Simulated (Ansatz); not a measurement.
**Alloy of AlAs and GaP (12 of 32 Al sites, 12 of 32 As sites exchanged), 64 atoms**

Wanted: the relaxed alloy cell and its gap (PBEsol and HSE06).

Program: Ansatz 0.2.0, PAW, plane waves. These are calculated values, not measurements.

## (1) Starting point

64 atoms (20 Al, 12 Ga, 12 P, 20 As); a = 11.169 Å, b = 11.169 Å, c = 11.169 Å, α = 90.00°, β = 90.00°, γ = 90.00°. All atoms were shaken off their sites by about 0.02 Å along each axis.

Plan of the steps: (2) PBEsol cell relaxation at the single k point (¼, ¼, ¼), on 1 × NVIDIA GB200 with 8 threads of Arm Neoverse-V2; (3) HSE06 single point at the Γ point alone, on 1 × NVIDIA GB200 with 8 threads of Arm Neoverse-V2.

## (2) PBEsol relaxation of the cell and the positions

File in.yaml:

```yaml
crystal:
  lattice:
    - [11.169133, 0.000000, 0.000000]
    - [0.000000, 11.169133, 0.000000]
    - [0.000000, 0.000000, 11.169133]
  atoms:
    - { symbol: Al, position: [0.001031, 0.997075, 0.997158] }
    - { symbol: Al, position: [0.997156, 0.997370, 0.499666] }
    - { symbol: Al, position: [0.998640, 0.500289, 0.000250] }
    - { symbol: Al, position: [0.498907, 0.999561, 0.000531] }
    - { symbol: Al, position: [0.253633, 0.250320, 0.000965] }
    - { symbol: Al, position: [0.250188, 0.750958, 0.496970] }
    - { symbol: Al, position: [0.751830, 0.250674, 0.501199] }
    - { symbol: Al, position: [0.749626, 0.749706, 0.996188] }
    - { symbol: Al, position: [0.750011, 0.753447, 0.501199] }
    - { symbol: Al, position: [0.248704, 0.998315, 0.248539] }
    - { symbol: Al, position: [0.251547, 0.997427, 0.751978] }
    - { symbol: Al, position: [0.746718, 0.998197, 0.249942] }
    - { symbol: Al, position: [0.752266, 0.998505, 0.750559] }
    - { symbol: Al, position: [0.752091, 0.500004, 0.750172] }
    - { symbol: Al, position: [0.999439, 0.251510, 0.249540] }
    - { symbol: Al, position: [0.999666, 0.249884, 0.749907] }
    - { symbol: Al, position: [0.999902, 0.749761, 0.250099] }
    - { symbol: Al, position: [0.498933, 0.248476, 0.249243] }
    - { symbol: Al, position: [0.500000, 0.250393, 0.748036] }
    - { symbol: Al, position: [0.500176, 0.748260, 0.248898] }
    - { symbol: Ga, position: [0.000002, 0.499154, 0.500881] }
    - { symbol: Ga, position: [0.495377, 0.999218, 0.499377] }
    - { symbol: Ga, position: [0.499625, 0.499190, 0.998531] }
    - { symbol: Ga, position: [0.498846, 0.500187, 0.503648] }
    - { symbol: Ga, position: [0.252229, 0.249485, 0.500823] }
    - { symbol: Ga, position: [0.246335, 0.749674, 0.004061] }
    - { symbol: Ga, position: [0.747706, 0.250050, 0.002460] }
    - { symbol: Ga, position: [0.250450, 0.503291, 0.248953] }
    - { symbol: Ga, position: [0.251129, 0.500037, 0.751035] }
    - { symbol: Ga, position: [0.747628, 0.498522, 0.252044] }
    - { symbol: Ga, position: [0.000102, 0.751737, 0.748952] }
    - { symbol: Ga, position: [0.501793, 0.749108, 0.750724] }
    - { symbol: P, position: [0.124589, 0.124035, 0.124491] }
    - { symbol: P, position: [0.123463, 0.625533, 0.125340] }
    - { symbol: P, position: [0.378810, 0.375874, 0.125991] }
    - { symbol: P, position: [0.374613, 0.376774, 0.622513] }
    - { symbol: P, position: [0.371903, 0.876880, 0.123695] }
    - { symbol: P, position: [0.373981, 0.877503, 0.625944] }
    - { symbol: P, position: [0.874059, 0.376568, 0.122559] }
    - { symbol: P, position: [0.873485, 0.875619, 0.122412] }
    - { symbol: P, position: [0.372870, 0.127727, 0.372628] }
    - { symbol: P, position: [0.376754, 0.625435, 0.371124] }
    - { symbol: P, position: [0.873509, 0.624263, 0.878842] }
    - { symbol: P, position: [0.126184, 0.874746, 0.875369] }
    - { symbol: As, position: [0.125149, 0.128588, 0.622046] }
    - { symbol: As, position: [0.125142, 0.626286, 0.625091] }
    - { symbol: As, position: [0.624465, 0.125893, 0.125595] }
    - { symbol: As, position: [0.629961, 0.123312, 0.625770] }
    - { symbol: As, position: [0.626442, 0.627232, 0.127531] }
    - { symbol: As, position: [0.623946, 0.626492, 0.624803] }
    - { symbol: As, position: [0.876923, 0.378893, 0.626540] }
    - { symbol: As, position: [0.875525, 0.874102, 0.625478] }
    - { symbol: As, position: [0.373202, 0.125030, 0.875491] }
    - { symbol: As, position: [0.377291, 0.624193, 0.876285] }
    - { symbol: As, position: [0.872842, 0.126333, 0.374190] }
    - { symbol: As, position: [0.874080, 0.121448, 0.869248] }
    - { symbol: As, position: [0.877234, 0.628095, 0.373566] }
    - { symbol: As, position: [0.124235, 0.376501, 0.377002] }
    - { symbol: As, position: [0.122523, 0.376008, 0.877784] }
    - { symbol: As, position: [0.123590, 0.875908, 0.375866] }
    - { symbol: As, position: [0.625051, 0.376428, 0.373693] }
    - { symbol: As, position: [0.627121, 0.374140, 0.876455] }
    - { symbol: As, position: [0.627178, 0.875617, 0.375187] }
    - { symbol: As, position: [0.624137, 0.874192, 0.873278] }
  symmetry: { detect: false }
kpoints:
  mp_grid: { grid: [1, 1, 1], shift: [0.25, 0.25, 0.25] }
hamiltonian:
  xc: pbesol
scf:
  occupations: { method: fermi_dirac, width: 0.01 }
relax:
  f_tol: 0.03
  max_steps: 80
  escape_saddle: false
  adjacent_minimum: "off"
  cell: { fix: [shape] }
output:
  forces: true
  eigenvalues: true
  populations: true
```

Run with:

```console
> ansatz run in.yaml --threads 8 --pin off --max-ram 118750MiB --runs-dir r --events-out ev --progress --plain --backend cuda --devices 0, --max-vram 170GiB
```

Further steps of the session: HSE06 on the final geometry.

What does the calculation give? Wanted: for each run, top filled to lowest empty.

As calculated:

```
             level         time   k points  top filled to lowest empty (eV)
PBEsol, relaxation  4.1 s (GPU)  (¼, ¼, ¼)                             1.85
             HSE06   18 s (GPU)          Γ                             1.99
```

| quantity | value |
| --- | --- |
| relaxation | 4 recorded steps, 0.94 eV gained |
| largest shift | 0.11 Å (As56) |
| relaxed cell | a = 11.178 Å, b = 11.178 Å, c = 11.178 Å, α = 90.00°, β = 90.00°, γ = 90.00° |
| mean bonds | Al–As 2.445, Al–P 2.383, As–Ga 2.443, Ga–P 2.378 Å |

**In words.** Relaxation gains 0.94 eV, with shifts up to 0.11 Å (As56), while the volume changes by +0.2 %. The mean lengths of the listed bonds run from Ga–P 2.38 Å to Al–As 2.44 Å. The relaxation ran on other k points, so part of any difference from the later rows can come from the mesh. No spin–orbit coupling is included; with elements this heavy it would shift the edges. With one k point the spacing samples only the states that fold onto it, so it can exceed the gap over the zone.
